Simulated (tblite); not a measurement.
# C15H12O2: the cost of one run

Computed with tblite 0.8.0 and PySCF 2.14.0 and routines of our own; the level stands in each step. Atoms count from 0.

## Step 1: The starting structure

29 atoms, charge 0, multiplicity 1; geometry from: force field or distance geometry start.

## Step 2: Optimising the geometry with GFN2-xTB

What the job is given:

```
{"job": {"kind": "relax", "xc": "GFN2-xTB", "basis": "xTB"}, "charge": 0, "multiplicity": 1}
O      6.653000     0.101400     0.812900
C      5.876300    -0.574500     0.132900
C      4.438300    -0.320300     0.094800
C      3.611600    -1.122100    -0.705300
C      2.235100    -0.886300    -0.741600
C      1.662300     0.162100    -0.012300
C      0.231800     0.472600    -0.067700
C     -0.725900    -0.461100    -0.093000
C     -2.163200    -0.160600    -0.150500
C     -2.742100     0.885500     0.595800
C     -4.116500     1.130400     0.536500
C     -4.925900     0.320800    -0.251200
O     -6.272700     0.527600    -0.324500
C     -4.375300    -0.725300    -0.987100
C     -3.008500    -0.960200    -0.927200
C      2.500900     0.980600     0.776100
C      3.880300     0.742400     0.823900
H      6.248400    -1.433100    -0.457800
H      4.028100    -1.945500    -1.271300
H      1.620000    -1.511500    -1.377000
H     -0.023300     1.534100    -0.064700
H     -0.485300    -1.521900    -0.090800
H     -2.112500     1.520200     1.242100
H     -4.535900     1.940500     1.120400
H     -6.500100     1.290400     0.227000
H     -5.032400    -1.353000    -1.589000
H     -2.593300    -1.789700    -1.506300
H      2.089900     1.807700     1.341600
H      4.517200     1.377000     1.429900
```

Run with:

```
> OMP_NUM_THREADS=2 python excited_run.py task.json out
```

This one command runs all jobs of the session in turn.

Q: Estimate the wall time and peak memory of this first job on 2 threads of Intel Xeon at 2.50GHz, shared host.

About 20 s, with a peak of 0.18 GiB.
